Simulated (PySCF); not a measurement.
# [Y(H2O)]3+: other functionals and bases at one geometry

An exercise on one series of results from a longer session: the logs are not shown, and one member is left open.

Method: several levels, as the steps say, no spin–orbit coupling; program: PySCF 2.14.0.

1 further run of the same task is left out (for a known fault of the program).

## The starting structure

4 atoms, charge 3, spin multiplicity 1.

Bond lengths: Y1–O2 2.136 Å, O2–H3 1.004 Å, O2–H4 1.004 Å. Angles: Y1–O2–H3 128.7°, Y1–O2–H4 128.7°, H3–O2–H4 102.6°.

Coordinates:

```xyz
4

Y     0.00000    0.00000   -0.23623
O     0.00000    0.00000    1.89944
H     0.78357    0.00000    2.52757
H    -0.78357    0.00000    2.52757
```

Formal oxidation states: Y +3. An earlier session relaxed this geometry at PBE0, Y def2-SVP with ECP28, O def2-SVP, H def2-SVP (singlet, point group C2v).

At PBE0 on the finer grid: E = -113.236330 Eh, HOMO -28.60 eV, LUMO -21.24 eV, Mulliken charge on Y1 +2.49 e, largest force component 0.004 eV/Å. 

Levels to run: TPSS; PBE; PBE0, TZVP. Hardware: 2 threads of Intel Xeon Platinum 8488C (Sapphire Rapids), shared host.

The first run:

The input, run.py (the lines that set the calculation):

```python
mol = gto.M(atom='''
Y      0.00000     0.00000    -0.23623
O      0.00000     0.00000     1.89944
H      0.78357     0.00000     2.52757
H     -0.78357     0.00000     2.52757''',
    basis={'Y': 'def2-SVP', 'O': 'def2-SVP', 'H': 'def2-SVP'},
    ecp={'Y': 'def2-SVP'},
    charge=3, spin=0)
mf = dft.RKS(mol, xc='TPSS')
mf.grids.atom_grid = (75, 302)
mf = mf.density_fit()  # fitting sets: Y def2-universal-JKFIT, O def2-universal-JKFIT, H def2-universal-JKFIT
mf.conv_tol = 1e-08; mf.max_cycle = 55
mf.kernel(dm0)  # dm0: the density of the relaxed state
```

Launch:

```console
OMP_NUM_THREADS=2 python run.py
```

Steps of the session up to this table: TPSS; PBE; PBE0, TZVP.

One table of the session follows, with a row left open; its other results are not shown here.

```
              level  HOMO (eV)  gap (eV)  charge on Y1 (e)  dipole (D)  largest force component (eV/Å)
PBE0 (relaxed here)     -28.60      7.36              2.49        1.28                            0.00
               TPSS     -27.01      4.90              2.45        1.55                            0.37
                PBE          ?         ?                 ?           ?                               ?
         PBE0, TZVP     -28.56      7.31              2.57        1.31                            0.21
```

**Question.** Estimate the row for PBE.

As computed: HOMO (eV): -27.01; gap (eV): 4.63; charge on Y1 (e): 2.43; dipole (D): 1.68; largest force component (eV/Å): 0.49.

The dipole of a charged species depends on the origin, so these sizes hold for this origin alone.

In one basis the HOMO–LUMO gap runs from 4.63 eV (PBE) to 7.36 eV (PBE0). The largest leftover force, 0.49 eV/Å with PBE, stands at a geometry relaxed at another level. Total energies of different levels can't be compared.
